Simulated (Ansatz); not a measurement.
# TiSi2 (Zhiqinite): the cost of one run

Method: DFT PBEsol, scalar-relativistic, plane waves, PAW, in Ansatz 0.2.0.

1 further run of the same task is left out (set aside as unsound or not needed).

## (1) The system as given

Symmetry: Fddd, No. 70, orthorhombic system. Conventional cell: a = 4.808 Å, b = 8.270 Å, c = 8.559 Å, α = 90.00°, β = 90.00°, γ = 90.00°. Ti (site symmetry 222) has 10 Si at 2.56 to 2.79 Å as nearest neighbours. Around Si (site symmetry 2) lie 5 Si at 2.53 to 2.80 Å and 5 Ti at 2.56 to 2.79 Å.

Structure file:

```cif
data_structure
_symmetry_space_group_name_H-M 'Fddd:1'
_symmetry_Int_Tables_number 70
_cell_length_a 4.8077
_cell_length_b 8.2704
_cell_length_c 8.5592
_cell_angle_alpha 90.000
_cell_angle_beta 90.000
_cell_angle_gamma 90.000
_cell_volume 340.33
loop_
_atom_site_label
_atom_site_type_symbol
_atom_site_symmetry_multiplicity
_atom_site_Wyckoff_symbol
_atom_site_fract_x
_atom_site_fract_y
_atom_site_fract_z
_atom_site_occupancy
Ti1 Ti 8 b 0.75000 0.25000 0.25000 1
Si1 Si 16 f 0.75000 0.58682 0.25000 1
```

It is the result of an earlier relaxation at this level (volume 14.18 Å³/atom; gap on the mesh: none (metal)).

## (2) The cell under PBEsol

The input, input.yaml:

```yaml
crystal:
  lattice:
    - [0.0, 4.1351811271, 4.2795976061]
    - [2.4038689107, 0.0, 4.2795976061]
    - [2.4038689107, 4.1351811271, 0.0]
  atoms:
    - { symbol: Ti, position: [0.75, 0.75, 0.75] }
    - { symbol: Ti, position: [0.5, 0.5, 0.5] }
    - { symbol: Si, position: [0.086824459, 0.413175541, 0.086824459] }
    - { symbol: Si, position: [0.413175541, 0.086824459, 0.413175541] }
    - { symbol: Si, position: [0.163175541, 0.836824459, 0.163175541] }
    - { symbol: Si, position: [0.836824459, 0.163175541, 0.836824459] }
basis:
  ecutwfc: 420
kpoints:
  mp_grid: { grid: [10, 10, 10] }
hamiltonian:
  xc: pbesol
scf:
  occupations: { method: gaussian, width: 0.1 }
output:
  forces: true
  stress: true
  eigenvalues: true
relax:
  adjacent_minimum: "off"
  f_tol: 0.005
  max_steps: 50
  cell: { stress_tol: 0.05 }
```

Started as:

```console
> ansatz run input.yaml --threads 2 --pin off --max-ram 5120MiB --backend cpu --events-out ev --progress --plain --runs-dir out
```

**Question.** How long does this run take on 2 threads of Arm Neoverse V2, shared host, and how much memory does it need?

About 62 s, with a peak of 0.6 GiB.
